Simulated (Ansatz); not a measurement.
# Lu3F2: the cost of one run

Program: Ansatz 0.2.0. Level of theory: DFT PBE, scalar-relativistic, plane waves, PAW. These are calculated values, not measurements.

## (1) The structure to begin with

It takes space group Pn-3m (No. 224, cubic). The conventional cell has a = 5.891 Å, b = 5.891 Å, c = 5.891 Å, α = 90.00°, β = 90.00°, γ = 90.00°. Around Lu (site symmetry -42m) lie 4 F at 2.55 Å. F (site symmetry -3m) is surrounded by 6 Lu at 2.55 Å.

Coordinates:

```
Lu F
1.0
     5.89137    0.00000    0.00000
     0.00000    5.89137    0.00000
     0.00000    0.00000    5.89137
Lu F
6 4
Direct
  0.00000 0.50000 0.50000
  0.00000 0.50000 0.00000
  0.50000 0.00000 0.50000
  0.00000 0.00000 0.50000
  0.50000 0.00000 0.00000
  0.50000 0.50000 0.00000
  0.25000 0.25000 0.25000
  0.25000 0.75000 0.75000
  0.75000 0.75000 0.25000
  0.75000 0.25000 0.75000
```

A structure generator made this guess: species swapped into a database cell of Zn3P2 (Pn-3m, No. 224), with Lu on the Zn sites and F on the P sites. Lengths come from tabulated atomic sizes and are only a guess.

## (2) A first look at the guess

Input file input.yaml:

```yaml
crystal:
  lattice:
    - [5.89137035, 0.0, 0.0]
    - [0.0, 5.89137035, 0.0]
    - [0.0, 0.0, 5.89137035]
  atoms:
    - { symbol: Lu, position: [0.0, 0.5, 0.5] }
    - { symbol: Lu, position: [0.0, 0.5, 0.0] }
    - { symbol: Lu, position: [0.5, 0.0, 0.5] }
    - { symbol: Lu, position: [0.0, 0.0, 0.5] }
    - { symbol: Lu, position: [0.5, 0.0, 0.0] }
    - { symbol: Lu, position: [0.5, 0.5, 0.0] }
    - { symbol: F, position: [0.25, 0.25, 0.25] }
    - { symbol: F, position: [0.25, 0.75, 0.75] }
    - { symbol: F, position: [0.75, 0.75, 0.25] }
    - { symbol: F, position: [0.75, 0.25, 0.75] }
basis:
  ecutwfc: 420
kpoints:
  mp_grid: { grid: [4, 4, 4] }
hamiltonian:
  xc: pbe
scf:
  occupations: { method: gaussian, width: 0.1 }
  lower_state_search: "off"
output:
  forces: true
  stress: true
  eigenvalues: true
```

Command:

```bash
$ ansatz run input.yaml --threads 1 --pin off --max-ram 2560MiB --backend cpu --events-out ev --progress --plain --runs-dir out
```

Q: Estimate wall time and peak memory on 1 thread of Intel Xeon at 2.50GHz (Skylake/Cascade Lake), shared host.

About 40 s, with a peak of 0.56 GiB.
